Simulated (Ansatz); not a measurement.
# Cd4SeS3: the cost of one run

Method: DFT PBE, scalar-relativistic, plane waves, PAW, unless a step names another level, in Ansatz 0.2.0.

2 further runs of the same task are left out: 1 that didn't finish, 1 set aside as unsound or not needed.

## (1) The system as given

It takes space group I-42m (No. 121, tetragonal). The conventional cell has a = 5.993 Å, b = 5.993 Å, c = 11.978 Å, α = 90.00°, β = 90.00°, γ = 90.00°. Cd (site symmetry m) has 3 S at 2.57 to 2.58 Å and 1 Se at 2.66 Å as nearest neighbours. Around Se (site symmetry -42m) lie 4 Cd at 2.66 Å. Around S (site symmetry -4) lie 4 Cd at 2.58 Å. S (site symmetry -42m) is surrounded by 4 Cd at 2.57 Å.

Structure file:

```cif
data_structure
_symmetry_space_group_name_H-M 'P 1'
_symmetry_Int_Tables_number 1
_cell_length_a 7.3367
_cell_length_b 7.3367
_cell_length_c 7.3367
_cell_angle_alpha 131.789
_cell_angle_beta 131.789
_cell_angle_gamma 70.563
_cell_volume 215.10
loop_
_atom_site_label
_atom_site_type_symbol
_atom_site_fract_x
_atom_site_fract_y
_atom_site_fract_z
_atom_site_occupancy
Cd1 Cd 0.88510 0.37076 0.00000 1
Cd2 Cd 0.37076 0.88510 0.00000 1
Cd3 Cd 0.11490 0.11490 0.48565 1
Cd4 Cd 0.62924 0.62924 0.51435 1
Se1 Se 0.50000 0.50000 0.00000 1
S1 S 0.75000 0.25000 0.50000 1
S2 S 0.25000 0.75000 0.50000 1
S3 S 0.00000 0.00000 0.00000 1
```

It is the end of an earlier relaxation with the same method, from a generated guess; it is a trial structure. At a tolerance of 0.02 Å it has space group I-42m (No. 121); it has 26.89 Å³/atom, an uncorrected energy of -0.65 eV/atom over the elements and, on its mesh, gap 0.89 eV.

## (2) Elastic constants, atoms relaxed

input.yaml reads:

```yaml
crystal:
  lattice:
    - [-2.9970846339, 2.9970846339, 5.9900196325]
    - [2.9970846339, -2.9970846339, 5.9900196325]
    - [2.9970846339, 2.9970846339, -5.9900196325]
  atoms:
    - { symbol: Cd, position: [0.8852923857, 0.3707284432, 0.0] }
    - { symbol: Cd, position: [0.3707284432, 0.8852923857, 0.0] }
    - { symbol: Cd, position: [0.1147076143, 0.1147076143, 0.4854360574] }
    - { symbol: Cd, position: [0.6292715568, 0.6292715568, 0.5145639426] }
    - { symbol: Se, position: [0.5, 0.5, 0.0] }
    - { symbol: S, position: [0.75, 0.25, 0.5] }
    - { symbol: S, position: [0.25, 0.75, 0.5] }
    - { symbol: S, position: [0.0, 0.0, 0.0] }
basis:
  ecutwfc: 420
kpoints:
  mp_grid: { grid: [6, 6, 6] }
hamiltonian:
  xc: pbe
scf:
  occupations: { method: fixed }
output:
  forces: true
  stress: true
  eigenvalues: true
  polarization: {}
elastic:
  mode: relaxed_ion
  stencil: two_point
```

Launch:

```
> ansatz run input.yaml --threads 4 --pin off --max-ram 8192MiB --backend cpu --events-out ev --progress --plain --runs-dir out
```

What time and memory should one allow on 4 threads of Arm Neoverse V2, shared host?

About 14 min, with a peak of 1.6 GiB.
